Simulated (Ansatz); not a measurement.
# C2H5AlF2: the cost of one run

All numbers below are computed with Ansatz 0.2.0 (UKS PBE0/STO-3G).

## 1. The starting structure

Bond lengths: Al1–C2 2.281 Å, C2–C3 1.537 Å, Al1–F5 1.649 Å, Al1–F6 1.652 Å, C2–H7 1.083 Å, C2–H8 1.086 Å, C3–H9 1.083 Å, C3–H10 1.085 Å. Angles: Al1–C2–C3 84.4°, Al1–C2–H7 125.5°, Al1–C2–H8 111.8°, C3–C2–H7 111.9°, C3–C2–H8 111.0°, H7–C2–H8 109.4°, C2–Al1–F5 125.0°, C2–Al1–F6 117.7°, F5–Al1–F6 117.2°, C2–C3–H9 113.1°, C2–C3–H10 116.2°, H9–C3–H10 111.0°.

As a file:

```xyz
10

Al   -0.6356    1.3184    0.5213
C     1.0932   -0.0750   -0.0007
C    -0.0144   -1.0125   -0.5084
H    -1.1691   -0.5760    0.1172
F    -1.0742    2.6494   -0.3485
F    -1.4772    1.0120    1.9094
H     1.8449    0.1107   -0.7583
H     1.5689   -0.4796    0.8882
H    -0.2300   -0.8846   -1.5624
H     0.0935   -2.0628   -0.2577
```

## 2. Run 1

150 steps of 0.5 fs at constant energy, with velocities drawn for 600 K.

input.yaml reads:

```yaml
crystal:
  periodic: [false, false, false]
  atoms:
    - { symbol: Al, position_ang: [-0.6356, 1.3184, 0.5213] }
    - { symbol: C, position_ang: [1.0932, -0.075, -0.0007] }
    - { symbol: C, position_ang: [-0.0144, -1.0125, -0.5084] }
    - { symbol: H, position_ang: [-1.1691, -0.576, 0.1172] }
    - { symbol: F, position_ang: [-1.0742, 2.6494, -0.3485] }
    - { symbol: F, position_ang: [-1.4772, 1.012, 1.9094] }
    - { symbol: H, position_ang: [1.8449, 0.1107, -0.7583] }
    - { symbol: H, position_ang: [1.5689, -0.4796, 0.8882] }
    - { symbol: H, position_ang: [-0.23, -0.8846, -1.5624] }
    - { symbol: H, position_ang: [0.0935, -2.0628, -0.2577] }
magnetization:
  spin_polarized: true
basis:
  gaussian: { orbitals: STO-3G }
hamiltonian:
  xc: pbe0
md:
  timestep: 0.5
  n_steps: 150
  ensemble: nve
  temperature: 600.0
  initial_velocities: maxwell_boltzmann
  seed: 38893
```

On the command line:

```sh
ansatz run input.yaml --threads 1 --pin off --max-ram 2048MiB --backend cpu --events-out ev --progress --plain --runs-dir out
```

What time and memory should one allow on 1 thread of AMD EPYC 7R43 (Zen 3), shared host?

About 8.8 min, with a peak of 0.14 GiB.
